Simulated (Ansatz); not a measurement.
**GaSbTe4: a trial structure relaxed**

Aim: relax a trial structure of GaSbTe4 and see where it ends.

Computed with Ansatz 0.2.0 (DFT PBE, scalar-relativistic, plane waves, PAW, unless a step's input says otherwise).

## (1) Starting point

The structure is tetragonal, space group P4/mmm (No. 123). The conventional cell has a = 4.360 Å, b = 4.360 Å, c = 11.371 Å, α = 90.00°, β = 90.00°, γ = 90.00°. Ga (site symmetry 4/mmm) has 2 Te at 2.04 Å as nearest neighbours. Sb (site symmetry 4/mmm) is surrounded by 4 Te at 2.18 Å. Te (site symmetry mmm) has 2 Sb at 2.18 Å as nearest neighbours. Around Te (site symmetry 4mm) lie 1 Ga at 2.04 Å.

Structure file:

```
CELL_PARAMETERS angstrom
4.35951 0.00000 0.00000
0.00000 4.35951 0.00000
0.00000 0.00000 11.37098
ATOMIC_POSITIONS crystal
Ga 0.00000 0.00000 0.00000
Sb 0.00000 0.00000 0.50000
Te 0.50000 0.00000 0.50000
Te 0.00000 0.50000 0.50000
Te 0.00000 0.00000 0.17962
Te 0.00000 0.00000 0.82038
```

The cell is invented: random cell by space group and Wyckoff sites (P4/mmm, No. 123). The dimensions are guesses.

## (2) The guess as it stands, on a coarse mesh

input.yaml reads:

```yaml
crystal:
  lattice:
    - [4.35951468, 0.0, 0.0]
    - [0.0, 4.35951468, 0.0]
    - [0.0, 0.0, 11.3709752]
  atoms:
    - { symbol: Ga, position: [0.0, 0.0, 0.0] }
    - { symbol: Sb, position: [0.0, 0.0, 0.5] }
    - { symbol: Te, position: [0.5, 0.0, 0.5] }
    - { symbol: Te, position: [0.0, 0.5, 0.5] }
    - { symbol: Te, position: [0.0, 0.0, 0.17962191] }
    - { symbol: Te, position: [0.0, 0.0, 0.82037809] }
basis:
  ecutwfc: 420
kpoints:
  mp_grid: { grid: [4, 4, 2] }
hamiltonian:
  xc: pbe
scf:
  occupations: { method: gaussian, width: 0.1 }
  lower_state_search: "off"
output:
  forces: true
  stress: true
  eigenvalues: true
```

Run with:

```console
> ansatz run input.yaml --threads 1 --pin off --max-ram 2560MiB --backend cpu --events-out ev --progress --plain --runs-dir out
```

Further runs follow: coarse relaxation; relaxation on the finer mesh.

Q: Predict the outcome of this session. Wanted: conventional cell; volume; energy over the elements; gap on the mesh.

The runs gave:

```
                              quantity                                                                       value
symmetry at the end (tolerance 0.05 Å)                                                space group P4/mmm (No. 123)
                     conventional cell  a = 5.778 Å, b = 5.778 Å, c = 11.233 Å, α = 90.00°, β = 90.00°, γ = 90.00°
                                volume                                                               62.51 Å³/atom
              energy over the elements                                                               +0.53 eV/atom
                       gap on the mesh                                                                none (metal)
```

In words: The space group P4/mmm (No. 123) is kept, and the volume per atom grows by 73.6 % from the first guess. The formation energy is positive, so the separate elements lie lower. No finished test with a distortion of lower symmetry is shown, so the end may be a saddle point. Spin-orbit coupling is left out for Sb, Te.
